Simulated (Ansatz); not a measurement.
# Ga4PN3: the band gap up the ladder of functionals

One table from this session's results is given with a row withheld; the runs are named, their logs left out.

The runs shown are made with Ansatz 0.2.0. PAW datasets, plane waves. No spin polarisation. The prototype was imposed, so other structures may be more stable.

## Starting point

The cell was relaxed beforehand with r2SCAN.

The symmetry is Pmm2 (No. 25, orthorhombic); conventional cell a = 3.346 Å, b = 6.756 Å, c = 4.691 Å, 13.26 Å³ an atom. N has 4 Ga at 1.99–2.01 Å; Ga has 3 N at 1.95–1.99 Å and 1 P at 2.28 Å; N has 4 Ga at 1.95–2.00 Å; Ga has 4 N at 2.00 Å; P has 4 Ga at 2.25–2.28 Å.

As a file:

```xyz
8
Lattice="3.3459 0.0000 0.0000 0.0000 6.7564 0.0000 0.0000 0.0000 4.6910" Properties=species:S:1:pos:R:3 pbc="T T T"
N     0.0000    1.5529    0.0072
Ga    1.6729    1.4886    3.6176
N     1.6729    0.0000    2.3604
Ga    0.0000    0.0000    1.2629
N     0.0000    5.2034    0.0072
Ga    1.6729    5.2677    3.6176
P     1.6729    3.3782    2.3496
Ga    0.0000    3.3782    0.8505
```

The first run:

input.yaml reads:

```yaml
crystal:
  lattice:
    - [3.3458874515, 0.0, 0.0]
    - [0.0, 6.7563730324, 0.0]
    - [0.0, 0.0, 4.6909930197]
  atoms:
    - { symbol: "N", position: [0.0, 0.2298488179, 0.0015308348] }
    - { symbol: Ga, position: [0.5, 0.2203325471, 0.771181779] }
    - { symbol: "N", position: [0.5, 0.0, 0.5031755034] }
    - { symbol: Ga, position: [0.0, 0.0, 0.2692124516] }
    - { symbol: "N", position: [0.0, 0.7701511821, 0.0015308348] }
    - { symbol: Ga, position: [0.5, 0.7796674529, 0.771181779] }
    - { symbol: P, position: [0.5, 0.5, 0.5008786977] }
    - { symbol: Ga, position: [0.0, 0.5, 0.1813081197] }
kpoints:
  mp_grid: { grid: [8, 4, 6] }
  band_path:
    path:
      - [[0.0, 0.0, 0.0], [0.5, 0.0, 0.0], [0.5, 0.5, 0.0], [0.0, 0.5, 0.0], [0.0, 0.0, 0.0], [0.0, 0.0, 0.5], [0.5, 0.0, 0.5], [0.5, 0.5, 0.5], [0.0, 0.5, 0.5], [0.0, 0.0, 0.5]]
      - [[0.5, 0.0, 0.0], [0.5, 0.0, 0.5]]
      - [[0.0, 0.5, 0.0], [0.0, 0.5, 0.5]]
      - [[0.5, 0.5, 0.0], [0.5, 0.5, 0.5]]
    npoints: 10
hamiltonian:
  xc: pbe
scf:
  occupations: { method: fermi_dirac, width: 0.02 }
  n_extra_bands: 6
output:
  forces: true
  stress: true
  eigenvalues: true
  write_density: true
  write_potential: true
  elf: true
  volumetric_format: npy
```

The run is started by

```console
$ ansatz run input.yaml --threads 2 --pin off --max-ram 20275MiB --backend cpu --events-out ev --progress --plain --runs-dir out
```

Steps of the session up to this table: PBE band path; r2SCAN at the same geometry; Single point with HSE06; PBE+SOC at the same geometry.

One table of the session follows, with a row left open; its other results are not shown here.

```
  level  gap (eV)
    PBE     -0.06
 r2SCAN     -0.04
  HSE06         ?
PBE+SOC     -0.07
```

Estimate the missing values for HSE06.

**Answer.** gap (eV): 0.48. In the column «gap (eV)» it is the highest.

Meshes: PBE 8×4×6, r2SCAN 8×4×6, HSE06 4×2×4, PBE+SOC 8×4×6

In words: PBE finds no gap, while HSE06 opens one of up to 0.48 eV: the level of theory decides whether this is called a metal.

Caveats from the session: Warnings in the runs' records: stress scf threshold loose, stress exchange threshold loose.
